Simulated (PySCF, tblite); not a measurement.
# C5H6ClF− (doublet): geometry, infrared bands and EPR parameters

Wanted: the infrared bands and EPR parameters of C5H6ClF− (doublet) (`C[C@@H]1[C-](F)[CH][C@H]1Cl`), by calculation.

Programs: tblite 0.8.0 and PySCF 2.14.0, with density-fitted response routines of our own. Each step states its level of theory. These are calculated values for one molecule in the gas phase, unless marked as measured. Atoms count from 0, in the outputs and in this text.

**1. The starting structure**

13 atoms, charge -1, multiplicity 2; geometry from: force field or distance geometry start.

Bonds of the start (Å): C0–C1 1.53, C1–C2 1.46, C2–F3 1.33, C2–C4 1.43, C4–C5 1.46, C5–Cl6 1.79, C5–C1 1.54, C0–H7 1.09, C0–H8 1.09, C0–H9 1.09, C1–H10 1.11, C4–H11 1.08, C5–H12 1.09.

**2. Optimising the geometry with GFN2-xTB**

Job settings and geometry (Å):

```
{"job": {"kind": "relax", "xc": "GFN2-xTB", "basis": "xTB"}, "charge": -1, "multiplicity": 2}
C      1.643500    -0.255300    -0.301200
C      0.256400    -0.217600     0.334400
C     -0.753200    -1.012400    -0.352300
F     -1.216700    -2.184000     0.084800
C     -1.647200     0.104900    -0.416000
C     -0.611700     1.019000     0.051100
Cl    -1.058500     2.081900     1.419000
H      2.102900    -1.234500    -0.182000
H      2.300000     0.476400     0.177900
H      1.590300    -0.019800    -1.365700
H      0.314800    -0.496500     1.405500
H     -2.688200     0.073200    -0.132100
H     -0.236900     1.665400    -0.741000
```

Command:

```sh
$ OMP_NUM_THREADS=1 python probes_run.py task.json out
```

One launch serves the whole session: the jobs run in the order shown.

**Question.** This job is followed by: GFN2-xTB harmonic vibrations, gas phase; UKS B3LYP, pcH-1 on C Cl F H, non-relativistic, mean-field spin-orbit, GIAO. What will the session give for the following? strongest single infrared mode (GFN2-xTB); zero-point energy (GFN2-xTB); g(iso) (B3LYP); ⟨S²⟩; largest a(iso).

As calculated:

```
                                 quantity                 value
strongest single infrared mode (GFN2-xTB)  1540 cm⁻¹, 96 km/mol
             zero-point energy (GFN2-xTB)         57.9 kcal/mol
                           g(iso) (B3LYP)               2.00516
                                     ⟨S²⟩    0.771 (exact 0.75)
                           largest a(iso)  13C on C5, 142.4 MHz
```

In words: Relaxing lowered the energy by 1.428 eV in 72 steps; the close pair that moved most is C5–Cl6, from 1.789 to 2.567 Å. The frame itself reshapes: C5···Cl6 goes from 1.79 to 2.57 Å. No mode is imaginary among the 33: a minimum at this level. The strongest single mode, at 1540 cm⁻¹, moves mainly C2 and C4. GFN2-xTB is a fitted tight-binding method: band positions and strengths are rough. Its intensities can rank the bands wrongly. The structure rearranged or came apart on optimisation; the results belong to the end geometry, not to the formula as drawn. The largest spin populations lie on C5 (0.57 e), C2 (0.52 e). The isotropic g lies 2.8 ppt above the free-electron value. The records flag this anion as possibly unbound in the gas phase, so the basis may hold the extra electron. The conformer search found further structures of the same energy, which may be mirror or relabelled copies of this one.
